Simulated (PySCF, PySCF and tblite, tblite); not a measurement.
# C₃H₅F₂GeN: conformers and averaged spectra

Aim: find the conformers of C₃H₅F₂GeN (`N#CC(F)(F)[CH2][GeH3]`), weigh them, and average their properties.

Programs: PySCF 2.14.0 with density-fitted response routines of our own, and tblite 0.8.0. All values are computed, except where a source is named. Atoms count from 0 throughout.

### 1 The starting structure

12 atoms, charge 0, multiplicity 1; geometry from: UFF geometry.

Bonds of the start (Å): C1–C2 1.46, C2–C5 1.54, C2–F3 1.37, C2–F4 1.39, C5–Ge6 1.95, C5–H7 1.10, C5–H8 1.11, Ge6–H10 1.55, Ge6–H11 1.56, Ge6–H9 1.55, N0–C1 1.17.

### 2 GFN2-xTB relaxation, conformer 1

Job settings and geometry (Å):

```
{"job": {"xc": "GFN2-xTB", "basis": "xTB", "kind": "relax"}, "charge": 0, "multiplicity": 1}
N      3.325700    -0.954300    -0.444200
C      2.303100    -0.557800    -0.041200
C      1.038100    -0.072800     0.494300
F      0.694400    -0.795300     1.607000
F      1.173900     1.259500     0.849200
C     -0.067400    -0.214500    -0.574400
Ge    -1.781700     0.436700     0.084800
H     -0.171700    -1.276900    -0.853600
H      0.211400     0.368100    -1.476400
H     -1.665500     1.930400     0.472100
H     -2.855500     0.264900    -1.021800
H     -2.203700    -0.388700     1.338000
```

Launch:

```bash
> OMP_NUM_THREADS=1 python ens_run.py task.json out
```

One launch serves the whole session.

The program printed:

```text
step      E/eV     max force
  0    -631.85572    3.412
  1    -631.61004   12.110
  2    -632.00344    0.581
  3    -632.03134    0.483
  4    -632.05622    0.297
  5    -632.05962    0.237
  6    -632.06575    0.261
  7    -632.06792    0.259
  8    -632.07303    0.161
  9    -632.07486    0.124
 10    -632.07640    0.119
 11    -632.07768    0.127
 12    -632.07903    0.093
 13    -632.07985    0.074
 14    -632.08041    0.072
 15    -632.08106    0.079
 16    -632.08194    0.089
 17    -632.08283    0.095
 18    -632.08350    0.062
 19    -632.08394    0.052
 20    -632.08432    0.060
 21    -632.08465    0.049
 22    -632.08490    0.041
 23    -632.08509    0.033
 24    -632.08509    0.033
 25    -632.08519    0.031
 26    -632.08549    0.045
 27    -632.08551    0.125
 28    -632.08563    0.033
 29    -632.08575    0.051
 30    -632.08586    0.070
 31    -632.08597    0.051
 32    -632.08606    0.024
 33    -632.08613    0.027
 34    -632.08619    0.034
 35    -632.08626    0.031
 36    -632.08635    0.024
 37    -632.08642    0.028
 38    -632.08649    0.032
 39    -632.08655    0.032
 40    -632.08661    0.025
 41    -632.08665    0.014
 42    -632.08668    0.012
 43    -632.08670    0.019
 44    -632.08672    0.020
 45    -632.08674    0.013
 46    -632.08676    0.011
 47    -632.08678    0.011
 48    -632.08679    0.009
 49    -632.08679    0.004
 50    -632.08679    0.002
```

Run time: 0.28 s. Hardware: 1 thread of Arm Neoverse V1, shared host.

Gain 0.231 eV; displacement 0.08 Å root mean square.

GFN2-xTB relaxation, conformer 2:

Job settings and geometry (Å):

```
{"job": {"xc": "GFN2-xTB", "basis": "xTB", "kind": "relax"}, "charge": 0, "multiplicity": 1}
N      2.062000    -1.909800    -0.656500
C      1.657400    -0.833700    -0.455200
C      1.174900     0.514600    -0.175500
F      2.167000     1.245800     0.436900
F      0.857200     1.134300    -1.370600
C     -0.072800     0.486900     0.726800
Ge    -1.606700    -0.357200    -0.135300
H     -0.347000     1.532900     0.996200
H      0.167800    -0.057700     1.673000
H     -1.271300    -1.834000    -0.470800
H     -2.821000    -0.326600     0.833800
H     -1.966400     0.403800    -1.428800
```

The program printed:

```text
step      E/eV     max force
  0    -631.82589    3.215
  1    -631.60125   11.554
  2    -631.95558    0.574
  3    -631.97769    0.460
  4    -632.00163    0.265
  5    -632.00387    0.188
  6    -632.00698    0.204
  7    -632.00824    0.206
  8    -632.01040    0.095
  9    -632.01134    0.080
 10    -632.01245    0.112
 11    -632.01357    0.144
 12    -632.01468    0.104
 13    -632.01543    0.072
 14    -632.01605    0.074
 15    -632.01677    0.109
 16    -632.01764    0.119
 17    -632.01846    0.073
 18    -632.01912    0.079
 19    -632.01975    0.076
 20    -632.02050    0.112
 21    -632.02123    0.095
 22    -632.02170    0.046
 23    -632.02201    0.041
 24    -632.02235    0.062
 25    -632.02278    0.083
 26    -632.02315    0.063
 27    -632.02333    0.025
 28    -632.02333    0.025
 29    -632.02338    0.029
 30    -632.02346    0.164
 31    -632.02355    0.094
 32    -632.02362    0.030
 33    -632.02367    0.022
 34    -632.02376    0.059
 35    -632.02384    0.064
 36    -632.02395    0.042
 37    -632.02405    0.027
 38    -632.02414    0.035
 39    -632.02424    0.048
 40    -632.02436    0.043
 41    -632.02452    0.036
 42    -632.02469    0.040
 43    -632.02488    0.051
 44    -632.02514    0.060
 45    -632.02549    0.059
 46    -632.02589    0.051
 47    -632.02625    0.060
 48    -632.02657    0.062
 49    -632.02696    0.073
 50    -632.02754    0.080
 51    -632.02817    0.070
 52    -632.02867    0.063
 53    -632.02915    0.061
 54    -632.02966    0.100
 55    -632.03016    0.067
 56    -632.03064    0.111
 57    -632.03101    0.055
 58    -632.03131    0.051
 59    -632.03153    0.066
 60    -632.03194    0.090
 61    -632.03225    0.072
 62    -632.03245    0.035
 63    -632.03259    0.040
 64    -632.03273    0.054
 65    -632.03287    0.050
 66    -632.03302    0.030
 67    -632.03310    0.024
 68    -632.03321    0.035
 69    -632.03333    0.051
 70    -632.03344    0.047
 71    -632.03350    0.032
 72    -632.03355    0.019
 73    -632.03359    0.025
 74    -632.03366    0.042
 75    -632.03374    0.053
 76    -632.03382    0.049
 77    -632.03387    0.028
 78    -632.03391    0.016
 79    -632.03394    0.026
 80    -632.03398    0.026
 81    -632.03402    0.025
 82    -632.03406    0.020
 83    -632.03410    0.036
 84    -632.03416    0.049
 85    -632.03424    0.047
 86    -632.03431    0.027
 87    -632.03434    0.011
 88    -632.03435    0.009
 89    -632.03436    0.013
 90    -632.03438    0.018
 91    -632.03442    0.023
 92    -632.03449    0.027
 93    -632.03455    0.020
 94    -632.03459    0.013
 95    -632.03460    0.016
 96    -632.03462    0.012
 97    -632.03464    0.014
 98    -632.03466    0.016
 99    -632.03468    0.013
100    -632.03470    0.013
101    -632.03471    0.007
102    -632.03472    0.004
103    -632.03472    0.004
104    -632.03472    0.004
105    -632.03473    0.004
```

Wall time 0.52 s (1 thread of Arm Neoverse V1, shared host).

Relaxing gained 0.209 eV and moved the atoms by 0.26 Å on average (rms).

### 3 Shieldings, conformer 1: PBE0/pcSseg-1

Job settings and geometry (Å):

```
{"job": {"xc": "PBE0", "basis": "pcSseg-1", "kind": "nmr", "pop": true}, "charge": 0, "multiplicity": 1}
N      3.302466    -0.927242    -0.395365
C      2.305689    -0.545266     0.007538
C      0.988313    -0.077975     0.439954
F      0.596272    -0.748430     1.564263
F      1.055394     1.231952     0.823163
C     -0.060485    -0.236634    -0.633794
Ge    -1.758570     0.444915     0.135786
H     -0.129527    -1.288816    -0.908703
H      0.245407     0.328362    -1.513930
H     -1.605079     1.880638     0.493911
H     -2.813751     0.298852    -0.910252
H     -2.124931    -0.361042     1.331312
```

The program printed:

```text
coarse grid: 51040 points
cycle   1  E = -2447.6576225603  dE =  2.788e-01  |g| = 1.165e+00  |ddm| = 3.300e+00
cycle   2  E = -2447.3445807407  dE =  3.130e-01  |g| = 1.722e+00  |ddm| = 1.640e+00
cycle   3  E = -2447.7812352797  dE = -4.367e-01  |g| = 4.440e-01  |ddm| = 1.284e+00
cycle   4  E = -2447.8181318546  dE = -3.690e-02  |g| = 1.110e-01  |ddm| = 3.312e-01
cycle   5  E = -2447.8203126335  dE = -2.181e-03  |g| = 3.570e-02  |ddm| = 9.226e-02
cycle   6  E = -2447.8204936288  dE = -1.810e-04  |g| = 4.497e-03  |ddm| = 2.165e-02
cycle   7  E = -2447.8204967335  dE = -3.105e-06  |g| = 1.033e-03  |ddm| = 4.620e-03
final grid: 107728 points
cycle   8  E = -2447.8204982329  dE =  8.028e-08  |g| = 1.251e-03  |ddm| = 2.368e-03
cycle   9  E = -2447.8204977682  dE =  4.647e-07  |g| = 1.908e-03  |ddm| = 2.487e-03
cycle  10  E = -2447.8204985840  dE = -8.158e-07  |g| = 4.718e-04  |ddm| = 1.560e-03
cycle  11  E = -2447.8204986313  dE = -4.726e-08  |g| = 5.333e-05  |ddm| = 3.273e-04
cycle  12  E = -2447.8204986319  dE = -5.598e-10  |g| = 9.722e-06  |ddm| = 4.414e-05
converged SCF energy = -2447.8204986319

GIAO shielding tensors (ppm)
atom      isotropic    diamagn.    paramagn.     s11        s22        s33       span
  0 N      -46.084     338.316    -384.400   -212.015   -189.957    263.720    475.735
  1 C       68.733     260.082    -191.349    -48.761    -43.297    298.257    347.018
  2 C       71.439     241.142    -169.703     45.786     80.400     88.131     42.345
  3 F      268.403     474.760    -206.358    157.900    319.341    327.966    170.066
  4 F      268.402     474.815    -206.413    157.905    319.342    327.958    170.053
  5 C      158.366     254.874     -96.509    140.465    144.545    190.086     49.621
  6 Ge    1583.524    2754.152   -1170.628   1531.106   1559.880   1659.586    128.480
  7 H       29.792      31.277      -1.486     25.243     28.638     35.494     10.250
  8 H       29.791      31.304      -1.512     25.242     28.638     35.494     10.252
  9 H       27.856      28.435      -0.580     20.496     23.856     39.214     18.718
 10 H       28.225      28.277      -0.052     21.477     22.617     40.582     19.105
 11 H       27.856      28.430      -0.574     20.497     23.854     39.216     18.719
```

It took 20 s on 1 thread of Arm Neoverse V1, shared host; peak memory 0.71 GiB.

In short: HOMO -9.64 eV, LUMO -0.52 eV; dipole 3.03 D.

### 4 Shieldings, conformer 2: PBE0/pcSseg-1

Job settings and geometry (Å):

```
{"job": {"xc": "PBE0", "basis": "pcSseg-1", "kind": "nmr", "pop": false}, "charge": 0, "multiplicity": 1}
N      2.118576    -1.940303    -0.313463
C      1.699640    -0.880045    -0.280816
C      1.115648     0.458713    -0.188020
F      2.078939     1.358897     0.155802
F      0.687056     0.849355    -1.433847
C     -0.053050     0.471771     0.768131
Ge    -1.610728    -0.290465    -0.195850
H     -0.247372     1.505880     1.057290
H      0.201920    -0.088046     1.667509
H     -1.209241    -1.570212    -0.846287
H     -2.689071    -0.552914     0.801714
H     -2.091117     0.676683    -1.218188
```

The program printed:

```text
coarse grid: 51040 points
cycle   1  E = -2447.6569077761  dE =  2.739e-01  |g| = 1.166e+00  |ddm| = 3.255e+00
cycle   2  E = -2447.3420464488  dE =  3.149e-01  |g| = 1.728e+00  |ddm| = 1.546e+00
cycle   3  E = -2447.7813174608  dE = -4.393e-01  |g| = 4.412e-01  |ddm| = 1.177e+00
cycle   4  E = -2447.8176268220  dE = -3.631e-02  |g| = 1.122e-01  |ddm| = 3.046e-01
cycle   5  E = -2447.8198607040  dE = -2.234e-03  |g| = 3.651e-02  |ddm| = 8.680e-02
cycle   6  E = -2447.8200528695  dE = -1.922e-04  |g| = 4.445e-03  |ddm| = 2.278e-02
cycle   7  E = -2447.8200558314  dE = -2.962e-06  |g| = 1.201e-03  |ddm| = 4.512e-03
final grid: 107728 points
cycle   8  E = -2447.8200053836  dE =  1.188e-07  |g| = 1.455e-03  |ddm| = 2.563e-03
cycle   9  E = -2447.8200047985  dE =  5.852e-07  |g| = 2.174e-03  |ddm| = 2.869e-03
cycle  10  E = -2447.8200058598  dE = -1.061e-06  |g| = 5.507e-04  |ddm| = 1.714e-03
cycle  11  E = -2447.8200059234  dE = -6.358e-08  |g| = 6.603e-05  |ddm| = 3.551e-04
cycle  12  E = -2447.8200059242  dE = -8.204e-10  |g| = 1.046e-05  |ddm| = 4.975e-05
converged SCF energy = -2447.8200059242

GIAO shielding tensors (ppm)
atom      isotropic    diamagn.    paramagn.     s11        s22        s33       span
  0 N      -45.125     337.746    -382.871   -210.694   -194.231    269.550    480.243
  1 C       68.620     263.439    -194.819    -47.416    -42.450    295.727    343.143
  2 C       69.127     240.184    -171.057     37.353     80.090     89.937     52.584
  3 F      265.523     469.643    -204.121    164.691    294.607    337.270    172.579
  4 F      266.069     475.248    -209.180    138.972    319.995    339.239    200.266
  5 C      159.459     254.392     -94.933    134.588    151.310    192.481     57.893
  6 Ge    1570.616    2755.870   -1185.254   1509.729   1550.991   1651.129    141.401
  7 H       29.432      30.595      -1.162     24.764     28.272     35.260     10.496
  8 H       29.804      30.985      -1.181     25.367     28.251     35.795     10.429
  9 H       27.800      29.648      -1.848     20.912     23.938     38.550     17.639
 10 H       28.118      28.941      -0.823     21.342     22.451     40.560     19.218
 11 H       27.969      29.207      -1.238     20.885     23.427     39.595     18.710
```

It took 18 s on 1 thread of Arm Neoverse V1, shared host; peak memory 0.72 GiB.

In short: HOMO -9.79 eV, LUMO -0.55 eV; dipole 3.08 D.

[end of part 1 of 2]
